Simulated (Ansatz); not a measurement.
Runs of Ansatz 0.2.0 on LuBe. It takes space group Pm-3m (No. 221, cubic). The conventional cell has a = 3.320 Å, b = 3.320 Å, c = 3.320 Å, α = 90.00°, β = 90.00°, γ = 90.00°. Lu (site symmetry m-3m) has 8 Be at 2.88 Å as nearest neighbours. Be (site symmetry m-3m) has 8 Lu at 2.88 Å as nearest neighbours. The cell was built by a generator and needn't be a form met in nature.

| task | level | cell | cutoff (eV) | points for each segment of the path | gap on the mesh (eV) | pressure (GPa) |
| --- | --- | --- | --- | --- | --- | --- |
| relaxation of cell and atoms | revPBE | relaxed | 420 | - | none | 0.0 |
| band structure | revPBE | as given | 420 | 14 | none | 1.8 |
| band structure | LDA | as given | 420 | 14 | none | (a) |
| band structure | BLYP | as given | 420 | 14 | none | 1.7 |
| band structure | r2SCAN | as given | 500 | 14 | none | -0.4 |

Alike in all rows: potentials or basis Ansatz PAW; no spin polarisation; k mesh 8 × 8 × 8; smearing fermi-dirac 0.05 eV.

**Question.** Estimate the missing entries.

**Answer.** (a) -5.4.

Caveats: the PAW data sets come from PBE, with cores solved anew for the run's functional, which leaves a small shift of forces and pressure; spin-orbit coupling is left out, which moves the levels of the heavy elements (some runs); the plane-wave basis is chosen anew once the cell has moved, so the energies of steps on either side of that aren't comparable (some runs).

A k mesh can miss the band edges, and the runs leave out spin-orbit coupling on Lu.

A gap of «none» marks a metal or a gap under the smearing width.

Runs at the PBE level aren't shown here.
